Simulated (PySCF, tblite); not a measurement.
**C₂H₁₃Si₄ radical: geometry, infrared bands and EPR parameters**

Wanted: the infrared bands and EPR parameters of C₂H₁₃Si₄ radical (`C[Si@@H]([SiH2])[SiH2]C[SiH3]`), by calculation.

The runs use tblite 0.8.0 and PySCF 2.14.0, with density-fitted response routines of our own; the level of theory stands in each step. All values are computed, except where a source is named. Atoms count from 0, in the outputs and in this text.

## (1) The molecule as given

19 atoms, charge 0, multiplicity 2; geometry from: force field or distance geometry start.

Bonds of the start (Å): C0–Si1 1.85, Si1–Si2 2.23, Si1–Si3 2.22, Si3–C4 1.85, C4–Si5 1.86, C0–H6 1.10, C0–H7 1.11, C0–H8 1.12, Si1–H9 1.46, Si2–H10 1.48, Si2–H11 1.46, Si3–H12 1.48, Si3–H13 1.49, C4–H14 1.13, C4–H15 1.10, Si5–H16 1.47, Si5–H17 1.46, Si5–H18 1.47.

## (2) Optimising the geometry with GFN2-xTB

What the job is given:

```
{"job": {"kind": "relax", "xc": "GFN2-xTB", "basis": "xTB"}, "charge": 0, "multiplicity": 2}
C      1.427900     1.829400     0.631500
Si     1.388800     0.271200    -0.361400
Si     3.302500    -0.872800    -0.297100
Si    -0.205800    -1.031700     0.458400
C     -1.668700    -0.871900    -0.661500
Si    -2.866600     0.450200    -0.129800
H      2.445000     2.031500     1.007100
H      0.747200     1.733800     1.497800
H      1.149100     2.704800    -0.002800
H      1.067500     0.577500    -1.748500
H      3.210500    -1.880900    -1.380600
H      3.369200    -1.608500     0.962400
H     -0.561600    -0.645500     1.839300
H      0.273000    -2.438300     0.517300
H     -1.285900    -0.655000    -1.696900
H     -2.191000    -1.838400    -0.650500
H     -3.222900     0.163200     1.270100
H     -2.326000     1.796100    -0.287400
H     -4.062000     0.294600    -0.974700
```

Command:

```sh
$ OMP_NUM_THREADS=1 python probes_run.py task.json out
```

The driver reads the jobs from task.json and runs them one after another.

**Question.** This job is followed by: GFN2-xTB harmonic vibrations, gas phase; UKS B3LYP, pcH-1 on C H Si, non-relativistic, mean-field spin-orbit, GIAO. Predict these results of the whole session: strongest single infrared mode (GFN2-xTB); zero-point energy (GFN2-xTB); g(iso) (B3LYP); ⟨S²⟩; largest a(iso) (averaged by class); potential on the surface of density 0.002 e/bohr³, 1st and 99th percentile.

**Answer**, as computed:

```
                                                                  quantity                    value
                                 strongest single infrared mode (GFN2-xTB)    2237 cm⁻¹, 517 km/mol
                                              zero-point energy (GFN2-xTB)            79.6 kcal/mol
                                                            g(iso) (B3LYP)                  2.00427
                                                                      ⟨S²⟩       0.753 (exact 0.75)
                                        largest a(iso) (averaged by class)  29Si on Si2, -331.6 MHz
potential on the surface of density 0.002 e/bohr³, 1st and 99th percentile       -0.09 V and 1.10 V
```

What this shows: Relaxing lowered the energy by 0.609 eV in 179 steps; the close pair that moved most is Si1–Si3, from 2.216 to 2.333 Å. No mode is imaginary among the 51: a minimum at this level. The strongest single mode, at 2237 cm⁻¹, moves mainly H18. GFN2-xTB is a fitted tight-binding method: band positions and strengths are rough. Its intensities can rank the bands wrongly. Most of the unpaired spin sits on Si2 (0.97 e). The isotropic g lies 2.0 ppt above the free-electron value. These values are for one conformer; the search (at its own cheap level) found 2 more, at 0.92, 1.93 kcal/mol, and measured spectra average over such forms.
